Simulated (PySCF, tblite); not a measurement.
# C₃H₈AlFSi: geometry, infrared bands and NMR shifts

Wanted: the infrared bands and NMR shifts of C₃H₈AlFSi (`C=[C](C[SiH3])[AlH][F]`), by calculation.

The runs use tblite 0.8.0 and PySCF 2.14.0, with density-fitted response routines of our own; the level of theory stands in each step. All values are computed, except where a source is named. Atoms count from 0, in the outputs and in this text.

## 1. Starting geometry

14 atoms, charge 0, multiplicity 1; geometry from: force field or distance geometry start.

Bonds of the start (Å): C0–C1 1.34, C1–C2 1.47, C2–Si3 1.90, C1–Al4 1.97, Al4–F5 1.80, C0–H6 1.08, C0–H7 1.08, C2–H8 1.12, C2–H9 1.09, Si3–H10 1.46, Si3–H11 1.46, Si3–H12 1.46, Al4–H13 1.61.

## 2. Geometry optimisation with GFN2-xTB

Job settings and geometry (Å):

```
{"job": {"kind": "relax", "xc": "GFN2-xTB", "basis": "xTB"}, "charge": 0, "multiplicity": 1}
C      1.502500    -1.185400    -0.304700
C      0.712700    -0.337700     0.362300
C     -0.530200    -0.727800     1.049100
Si    -1.972200     0.262700     0.315700
Al     1.271400     1.542700     0.496600
F      3.053800     1.790800     0.569400
H      1.283100    -2.231900    -0.432700
H      2.395800    -0.779400    -0.749200
H     -0.705600    -1.804000     0.787600
H     -0.549700    -0.625500     2.135100
H     -2.981300     0.330300     1.370500
H     -2.480400    -0.413800    -0.879200
H     -1.478700     1.597200    -0.014100
H      0.478100     2.581400    -0.448600
```

Command:

```
$ OMP_NUM_THREADS=1 python probes_run.py task.json out
```

The driver reads the jobs from task.json and runs them one after another.

**Question.** This job is followed by: GFN2-xTB harmonic vibrations, gas phase; GIAO PBE0/pcSseg-1 NMR shielding, non-relativistic, gas phase. Predict these results of the whole session: strongest single infrared mode (GFN2-xTB); zero-point energy (GFN2-xTB); ¹³C shifts against TMS (PBE0/pcSseg-1); ¹H shifts against TMS (PBE0/pcSseg-1, means over atoms taken as alike); ²⁹Si shifts against TMS (PBE0/pcSseg-1); ²⁷Al shifts against AlH4- (PBE0/pcSseg-1); ¹⁹F shifts against CFCl3 (PBE0/pcSseg-1).

**Answer**, as computed:

| quantity | value |
| --- | --- |
| strongest single infrared mode (GFN2-xTB) | 2266 cm⁻¹, 316 km/mol |
| zero-point energy (GFN2-xTB) | 56.7 kcal/mol |
| ¹³C shifts against TMS (PBE0/pcSseg-1) | 157.5, 137.3, 22.5 ppm |
| ¹H shifts against TMS (PBE0/pcSseg-1, means over atoms taken as alike) | 6.32, 5.93, 4.67, 3.82, 2.13 ppm |
| ²⁹Si shifts against TMS (PBE0/pcSseg-1) | -67.4 ppm |
| ²⁷Al shifts against AlH4- (PBE0/pcSseg-1) | 98.2 ppm |
| ¹⁹F shifts against CFCl3 (PBE0/pcSseg-1) | -144.3 ppm |

In words: Relaxing lowered the energy by 0.855 eV in 137 steps; the close pair that moved most is Al4–F5, from 1.801 to 1.649 Å. All 36 modes are real, so the xTB geometry is a minimum. Unscaled tight-binding wavenumbers are off by several per cent, some by more. Its intensities can rank the bands wrongly. The most deshielded carbon is C1 (fully substituted alkene carbon), at 157.5 ppm: the olefinic region. At PBE0/pcSseg-1: The largest span, 244 ppm, is at C1, where the paramagnetic term is -232 ppm.
